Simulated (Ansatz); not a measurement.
# C3H7ClGeO: up Jacob's ladder to CCSD(T)

How much do the methods differ for C3H7ClGeO? The plan is to run it at one geometry with functionals of several rungs and with coupled cluster, and see how far each lands from CCSD(T) at the basis-set limit for the atomisation energy.

Method: functionals in def2-TZVPP, the program's frozen cores in correlated methods; program: Ansatz 0.2.0, Gaussian basis.

Plan: PBE-D4, r2SCAN-D4, PBE0-D4, B3LYP-D4, ωB97X-V, ωB97M-V, B2PLYP; CCSD(T)/def2-TZVPP; MP2/def2-QZVPP; extrapolation to the limit.

## 1. The relaxed structure

An earlier PBE0-D4 in a triple-zeta def2 set relaxation fixed the geometry.

SMILES `CC(C)[O][Ge][Cl]`, 13 atoms, charge 0, spin multiplicity 1.

Atoms are counted from 1 here; the program's logs count them from 0.

Bond lengths: C1–C2 1.515 Å, C1–H7 1.091 Å, C1–H8 1.093 Å, C1–H9 1.092 Å, C2–C3 1.515 Å, C2–O4 1.426 Å, C2–H10 1.096 Å, C3–H11 1.092 Å, C3–H12 1.091 Å, C3–H13 1.093 Å, O4–Ge5 1.756 Å, Ge5–Cl6 2.228 Å. Angles: C2–C1–H7 111.0°, C2–C1–H8 110.0°, C2–C1–H9 110.4°, H7–C1–H8 108.4°, H7–C1–H9 108.9°, H8–C1–H9 108.2°, C1–C2–C3 113.0°, C1–C2–O4 111.0°, C1–C2–H10 108.5°, C3–C2–O4 110.9°, C3–C2–H10 108.5°, O4–C2–H10 104.5°, C2–C3–H11 110.4°, C2–C3–H12 111.0°, C2–C3–H13 110.0°, H11–C3–H12 108.9°, H11–C3–H13 108.2°, H12–C3–H13 108.4° and more.

## 2. PBE-D4 (GGA)

File in.yaml:

```yaml
crystal:
  periodic: [false, false, false]
  atoms:
    - {symbol: C, position_ang: [0.288177, 1.222989, -0.601835]}
    - {symbol: C, position_ang: [-0.273543, 0.387900, 0.530922]}
    - {symbol: C, position_ang: [-1.194939, -0.715993, 0.052945]}
    - {symbol: O, position_ang: [0.772766, -0.138510, 1.343752]}
    - {symbol: Ge, position_ang: [2.145533, -1.227025, 1.226089]}
    - {symbol: Cl, position_ang: [2.122913, -1.918017, -0.891859]}
    - {symbol: H, position_ang: [0.838621, 0.601117, -1.309908]}
    - {symbol: H, position_ang: [-0.523889, 1.719332, -1.138466]}
    - {symbol: H, position_ang: [0.958404, 1.991642, -0.211910]}
    - {symbol: H, position_ang: [-0.837827, 1.046245, 1.202037]}
    - {symbol: H, position_ang: [-1.563055, -1.298117, 0.900112]}
    - {symbol: H, position_ang: [-0.677488, -1.385149, -0.636728]}
    - {symbol: H, position_ang: [-2.055661, -0.286424, -0.465130]}
basis:
  gaussian: {orbitals: def2-TZVPP}
hamiltonian: {xc: pbe, dispersion: d4}
output: {forces: true, orbitals: {seedname: orbitals}}
```

Started as:

```bash
> ansatz run in.yaml --threads 2 --pin off --events-out ev --progress --plain --max-ram 32768MiB --backend cuda --devices 0, --max-vram 18GiB
```

Further steps of the session: r2SCAN-D4 (meta-GGA); PBE0-D4 (hybrid); B3LYP-D4 (hybrid); ωB97X-V (range-separated); ωB97M-V (range-separated); B2PLYP (double hybrid); CCSD(T) in def2-TZVPP; MP2 in def2-QZVPP.

Q: Predict the results of all the runs planned. Wanted: atomisation energy, CCSD(T)/CBS; farthest; mean size of error, hybrid; mean size of error, range-separated; gap, smallest and largest; T1 diagnostic; triples share of the correlation energy.

As calculated:

| quantity | value |
| --- | --- |
| atomisation energy, CCSD(T)/CBS | 4975.2 kJ/mol |
| functionals within 49.8 kJ/mol (1.0 %) | r2SCAN-D4, PBE0-D4, B3LYP-D4, ωB97X-V, ωB97M-V |
| farthest | PBE-D4 (+107.8 kJ/mol) |
| mean size of error, hybrid | 9.6 kJ/mol |
| mean size of error, range-separated | 4.8 kJ/mol |
| gap, smallest and largest | 3.68 eV (PBE-D4), 9.88 eV (ωB97X-V) |
| T1 diagnostic | 0.0138 |
| triples share of the correlation energy | 4.0 % |

PBE-D4 misses by +107.8 kJ/mol. Double hybrids carry the basis error of their MP2 part in triple zeta, and no dispersion term here, so their miss is partly the set-up's. The reference freezes the cores and leaves out relativity and excitations past (T), and its outer-core shells are covered unevenly, so misses under about 49.8 kJ/mol can't be ranked. Hartree-Fock recovers 73 % of the binding; the rest is correlation. Orbital gaps span 3.7 to 9.9 eV; exact exchange widens them. Correlated methods include outer-core shells of Ge, which these sets cover unevenly.
